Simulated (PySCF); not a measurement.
**CH7ClGeSi (SMILES [CH3][GeH]([SiH3])[Cl]) at 5 levels**

Aim: a comparison of 5 runs (PBE/STO-3G, TPSSh/3-21G, PBE0/def2-SVP, PBE0/def2-SVPD, CCSD(T)/6-31G) of CH7ClGeSi. Input form: a Python script.

The calculation is run with PySCF 2.14.0.

## Step 1: The molecule

CH7ClGeSi: 11 atoms, total charge 0, spin state singlet. As SMILES, `[CH3][GeH]([SiH3])[Cl]`. The coordinates come from a PBE0-D4/def2-TZVP relaxation.

Bond lengths: C1–Ge2 1.947 Å, Ge2–Si3 2.383 Å, Ge2–Cl4 2.177 Å, C1–H5 1.090 Å, C1–H6 1.090 Å, C1–H7 1.092 Å, Ge2–H8 1.541 Å, Si3–H9 1.486 Å, Si3–H10 1.488 Å, Si3–H11 1.484 Å. Some angles: C1–Ge2–Si3 114.7°, C1–Ge2–Cl4 106.5°, Si3–Ge2–Cl4 105.5°, C1–Ge2–H8 111.0°, Si3–Ge2–H8 113.1°, Cl4–Ge2–H8 105.2°, Ge2–C1–H5 109.9°, Ge2–C1–H6 109.6°, Ge2–C1–H7 110.0°, Ge2–Si3–H9 109.0°.

## Step 2: Energy and gradient at PBE/STO-3G (run 1)

File input.py:

```python
# [CH3][GeH]([SiH3])[Cl]
import pyscf.grad
from pyscf import gto, dft

mol = gto.Mole()
mol.atom = '''
C   -0.906400   1.559100  -0.194700
Ge  -0.180300  -0.157000  -0.760000
Si   1.206100  -1.231700   0.853100
Cl  -1.882000  -1.485200  -1.044100
H   -1.438300   1.444000   0.749700
H   -1.598300   1.930700  -0.950800
H   -0.098000   2.281100  -0.064100
H    0.482200  -0.045600  -2.147000
H    0.447200  -1.375800   2.122100
H    2.419800  -0.407300   1.101900
H    1.613200  -2.569400   0.354600
'''
mol.max_memory = 1860
mol.verbose = 4
mol.basis = 'sto-3g'
mol.charge = 0
mol.spin = 0
mol.build()

mf = dft.RKS(mol)
mf.xc = 'pbe'
mf.grids.level = 5
mf.conv_tol = 1e-10
mf.kernel()
if not mf.converged:
    mf = mf.newton().run(mf.mo_coeff, mf.mo_occ)

etot = mf.e_tot
print('E = %.10f Eh' % etot)
grad = mf.Gradients().kernel()
dip = mf.dip_moment()
pop, q = mf.mulliken_pop()
```

Launch:

```sh
$ OMP_NUM_THREADS=1 python input.py
```

Output:

```text
PySCF version 2.14.0

[... 82 lines left out ...]
converged SCF energy = -2835.48334379617
[... 13 lines left out ...]
Dipole moment(X, Y, Z, Debye):  2.32026,  1.67156,  0.76982
[... 60 lines left out ...]
charge of   10H =     -0.09466
```

Run time: 21 s. Hardware: 1 thread of Intel Xeon at 2.70GHz, shared host; peak memory 0.51 GiB.

## Step 3: Energy and forces at TPSSh/3-21G (run 2)

File calc.py:

```python
import pyscf.grad
from pyscf import gto, dft

mol = gto.Mole()
mol.atom = '''
C       -0.906400       1.559100      -0.194700
Ge      -0.180300      -0.157000      -0.760000
Si       1.206100      -1.231700       0.853100
Cl      -1.882000      -1.485200      -1.044100
H       -1.438300       1.444000       0.749700
H       -1.598300       1.930700      -0.950800
H       -0.098000       2.281100      -0.064100
H        0.482200      -0.045600      -2.147000
H        0.447200      -1.375800       2.122100
H        2.419800      -0.407300       1.101900
H        1.613200      -2.569400       0.354600
'''
mol.max_memory = 1860
mol.verbose = 3
mol.spin = 0
mol.basis = '3-21g'
mol.build()

mf = dft.RKS(mol, xc='tpssh')
mf.conv_tol = 1e-10
mf.grids.level = 5
mf.kernel()
if not mf.converged:
    mf = mf.newton().run(mf.mo_coeff, mf.mo_occ)

e_final = mf.e_tot
print('E(%s) = %.9f' % ('TPSSH', e_final))
grad = mf.Gradients().kernel()
mf.analyze()
```

Launch:

```sh
$ OMP_NUM_THREADS=1 python calc.py
```

Output:

```text
converged SCF energy = -2855.01512050487
[... 20 lines left out ...]
MO #11  energy= -7.03373910416951  occ= 2
[... 11 lines left out ...]
MO #23  energy= -1.05819497480082  occ= 2
[... 11 lines left out ...]
MO #35  energy= -0.337356627147554 occ= 2
[... 11 lines left out ...]
MO #47  energy= 0.158414269041674  occ= 0
[... 11 lines left out ...]
MO #59  energy= 0.658720867847478  occ= 0
[... 11 lines left out ...]
MO #71  energy= 1.71104659416762   occ= 0
[... 12 lines left out ...]
Dipole moment(X, Y, Z, Debye):  2.02202,  2.38500,  0.74522
```

Run time: 44 s. Hardware: 1 thread of Intel Xeon at 2.70GHz, shared host; peak memory 0.71 GiB.

Run 3 isn't shown in full; the table further down has it.

## Step 4: Energy and gradient at PBE0/def2-SVPD (run 4)

File job.py:

```python
from pyscf import gto, dft

system = gto.M(
    atom='''
C   -0.906400   1.559100  -0.194700
Ge  -0.180300  -0.157000  -0.760000
Si   1.206100  -1.231700   0.853100
Cl  -1.882000  -1.485200  -1.044100
H   -1.438300   1.444000   0.749700
H   -1.598300   1.930700  -0.950800
H   -0.098000   2.281100  -0.064100
H    0.482200  -0.045600  -2.147000
H    0.447200  -1.375800   2.122100
H    2.419800  -0.407300   1.101900
H    1.613200  -2.569400   0.354600
''',
    max_memory=1860,
    verbose=4,
    charge=0,
    basis='def2-svpd',
)

calc0 = dft.RKS(system)
calc0.xc = 'pbe0'
calc0.grids.level = 5
calc0.conv_tol = 1e-10
calc0.kernel()
if not calc0.converged:
    calc0 = calc0.newton().run(calc0.mo_coeff, calc0.mo_occ)

e_final = calc0.e_tot
print('Final energy', e_final)
grad = calc0.nuc_grad_method().kernel()
dip = calc0.dip_moment()
pop, q = calc0.mulliken_pop()
```

Launch:

```sh
$ OMP_NUM_THREADS=1 python job.py
```

Output:

```text
PySCF version 2.14.0

[... 78 lines left out ...]
converged SCF energy = -2867.95860859866
Final energy -2867.958608598657
[... 12 lines left out ...]
Dipole moment(X, Y, Z, Debye):  1.59216,  1.86629,  0.70225
[... 177 lines left out ...]
charge of   10H =      0.17785
```

Run time: 1.8 min. Hardware: 1 thread of Intel Xeon at 2.70GHz, shared host; peak memory 2.1 GiB.

## Step 5: The energy at CCSD(T)/6-31G (run 5)

File calc.py:

```python
# [CH3][GeH]([SiH3])[Cl]
from pyscf import gto, cc

mol = gto.M(
    atom=[
    ('C', (-0.906400, 1.559100, -0.194700)),
    ('Ge', (-0.180300, -0.157000, -0.760000)),
    ('Si', (1.206100, -1.231700, 0.853100)),
    ('Cl', (-1.882000, -1.485200, -1.044100)),
    ('H', (-1.438300, 1.444000, 0.749700)),
    ('H', (-1.598300, 1.930700, -0.950800)),
    ('H', (-0.098000, 2.281100, -0.064100)),
    ('H', (0.482200, -0.045600, -2.147000)),
    ('H', (0.447200, -1.375800, 2.122100)),
    ('H', (2.419800, -0.407300, 1.101900)),
    ('H', (1.613200, -2.569400, 0.354600)),
],
    max_memory=1860,
    verbose=3,
    basis='6-31g',
)

mf = mol.RHF()
mf.conv_tol = 1e-10
mf.kernel()
if not mf.converged:
    mf = mf.newton().run(mf.mo_coeff, mf.mo_occ)

mycc = cc.CCSD(mf, frozen=20)
mycc.kernel()
e_t = mycc.ccsd_t()
e_final = mycc.e_tot + e_t
print('E(%s) = %.9f' % ('CCSD(T)', e_final))
dip = mf.dip_moment()
pop, q = mf.mulliken_pop()
```

Launch:

```sh
$ OMP_NUM_THREADS=1 python calc.py
```

Output:

```text
converged SCF energy = -2865.33029820235
[... 3 lines left out ...]
Dipole moment(X, Y, Z, Debye):  2.54426,  2.57661,  0.86104
[... 88 lines left out ...]
charge of   10H =     -0.16083
```

Run time: 11 s. Hardware: 1 thread of Intel Xeon at 2.70GHz, shared host; peak memory 0.27 GiB.

## Step 6: All runs side by side

```
run           level      task  integration grid   energy (Eh)  dipole moment (D) of the reference  HOMO energy (eV)  LUMO energy (eV)  wall time
  1      PBE/STO-3G  gradient                 5  -2835.483344                                2.96             -2.82              2.76       21 s
  2     TPSSh/3-21G  gradient                 5  -2855.015121                                3.21             -7.42             -0.63       44 s
  3   PBE0/def2-SVP  gradient                 5  -2867.944899                                2.35             -7.83             -0.15       57 s
  4  PBE0/def2-SVPD  gradient                 5  -2867.958609                                2.55             -7.97             -0.51    1.8 min
  5   CCSD(T)/6-31G    energy                 –  -2865.766590                                3.72            -10.69              2.72       11 s
```

## Step 7: Summary of results

| quantity | value |
| --- | --- |
| run 5: total energy | -2865.76659 Eh |
| run 5: dipole moment (Hartree–Fock density) | 3.72 D |
| run 5: HOMO energy (Hartree–Fock orbitals) | -10.69 eV |
| run 5: LUMO energy (Hartree–Fock orbitals) | 2.72 eV |
| run 5: HOMO–LUMO gap (Hartree–Fock orbitals) | 13.42 eV |
| run 5: correlation energy (20 core orbitals frozen) | -436.3 mEh |
| run 5: (T) correction | -7.21 mEh |
| run 5: T1 diagnostic | 0.008 |

**Reading.** Over runs 1, 2, 3, 4 the dipole moment (its size) runs from 2.35 D (PBE0/def2-SVP) to 3.21 D (TPSSh/3-21G). The two ends differ in method and basis. Over runs 1, 2, 3, 4 the HOMO–LUMO gap runs from 5.58 eV (PBE/STO-3G) to 7.68 eV (PBE0/def2-SVP). Totals of different functionals can't be ranked against each other. In run 1 the basis is minimal, so the values are rough. All runs together took 4 min, the longest 1.8 min.
